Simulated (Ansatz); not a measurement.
# AsH4+ (singlet): wave-function methods side by side at scale of all distances = 1.000, 6-31G

Aim: climb from Hartree-Fock through coupled cluster and multireference methods for AsH4+ (singlet) at one geometry and basis, and see what each rung misses.

Computed with Ansatz 0.2.0, Gaussian basis. Level: 6-31G, core rule «outside noble gas», up to 14 orbitals frozen.

Plan: UHF; CCSD(T) on RHF; BCCD(T) on RHF; CISD; CCSDT(Q) on RHF; CCSDTQ on RHF; CASSCF and MRCISD+Q, 2 electrons in 2 orbitals; CASSCF and NEVPT2, 2 electrons in 2 orbitals; CASSCF and MRCISD+Q, 8 electrons in 8 orbitals; CASSCF and MRCISD+Q(relaxed), 8 electrons in 8 orbitals; CASSCF and NEVPT2, 8 electrons in 8 orbitals; Full CI.

17 further runs of the same task are left out: 14 that didn't finish, 3 set aside as unsound or not needed.

## (1) The geometry

The geometry derives from a PBE0/def2-TZVP stationary point (not a proven minimum). All distances are scaled together. No spin-orbit coupling is included. The filled d shell of As may be among the frozen orbitals whatever the setting's name suggests; the logs give the count.

5 atoms, charge 1, spin multiplicity 1.

Atoms are counted from 1 here; the program's logs count them from 0.

Bond lengths: As1–H2 1.490 Å, As1–H3 1.490 Å, As1–H4 1.490 Å, As1–H5 1.490 Å. Angles: H2–As1–H3 109.5°, H2–As1–H4 109.5°, H2–As1–H5 109.5°, H3–As1–H4 109.5°, H3–As1–H5 109.5°, H4–As1–H5 109.5°.

## (2) UHF

File in.yaml:

```yaml
crystal:
  periodic: [false, false, false]
  atoms:
    - {symbol: As, position_ang: [0.000000, 0.000000, 0.000000]}
    - {symbol: H, position_ang: [0.859076, 0.861798, 0.860132]}
    - {symbol: H, position_ang: [-0.862586, -0.857884, 0.860532]}
    - {symbol: H, position_ang: [-0.858082, 0.858870, -0.864044]}
    - {symbol: H, position_ang: [0.861592, -0.862784, -0.856620]}
basis:
  gaussian: {orbitals: 6-31G}
total_charge: 1
magnetization: {spin_polarized: true, initial_magnetization: 0}
hamiltonian: {xc: hf}
output: {orbitals: {seedname: orbitals}}
```

The run is started by

```bash
> ansatz run in.yaml --threads 1 --pin off --events-out ev --progress --plain --max-ram 2393MiB
```

Further steps of the session: CCSD(T) on RHF; BCCD(T) on RHF; CISD; CCSDT(Q) on RHF; CCSDTQ on RHF; CASSCF and MRCISD+Q, 2 electrons in 2 orbitals; CASSCF and NEVPT2, 2 electrons in 2 orbitals; CASSCF and MRCISD+Q, 8 electrons in 8 orbitals; CASSCF and MRCISD+Q(relaxed), 8 electrons in 8 orbitals; CASSCF and NEVPT2, 8 electrons in 8 orbitals; Full CI.

Q: Predict the results of all the runs planned. Wanted: FCI below the RHF energy; RMP2 from FCI; RCCSD from FCI; RCCSD(T) from FCI; RCCSDT(Q) from FCI; NEVPT2 pair from FCI; MRCISD+Q pair from FCI; NEVPT2 valence from FCI; T1 diagnostic.

**Answer**, as computed:

| quantity | value |
| --- | --- |
| FCI below the RHF energy | -2.5217 eV |
| RMP2 from FCI | +16.07 kcal/mol |
| RCCSD from FCI | +0.82 kcal/mol |
| RCCSD(T) from FCI | +0.20 kcal/mol |
| RCCSDT(Q) from FCI | 0.00 kcal/mol |
| NEVPT2 pair from FCI | +13.55 kcal/mol |
| MRCISD+Q pair from FCI | -0.25 kcal/mol |
| NEVPT2 valence from FCI | +2.92 kcal/mol |
| levels within 1 kcal/mol (43 meV) | RCCSD, RCCSD(T), BCCD(T), RCCSDT, RCCSDT(Q), RCCSDTQ, MRCISD+Q pair, MRCISD valence, MRCISD+Q valence, MRCISD+Q(relaxed) valence |
| T1 diagnostic | 0.005 |
| effectively unpaired electrons | 0.03 |

**Reading.** RCCSD(T) lands +0.20 kcal/mol from the yardstick (0.3 % of the correlation energy). MRCISD+Q pair falls below full CI: the +Q correction isn't variational, and the cores differ from full CI's. One determinant dominates. Of the multireference levels listed MRCISD+Q(relaxed) valence comes nearest in total energy (+0.01 kcal/mol), which doesn't show that its space is the better one. These misses are within one basis, not against nature.
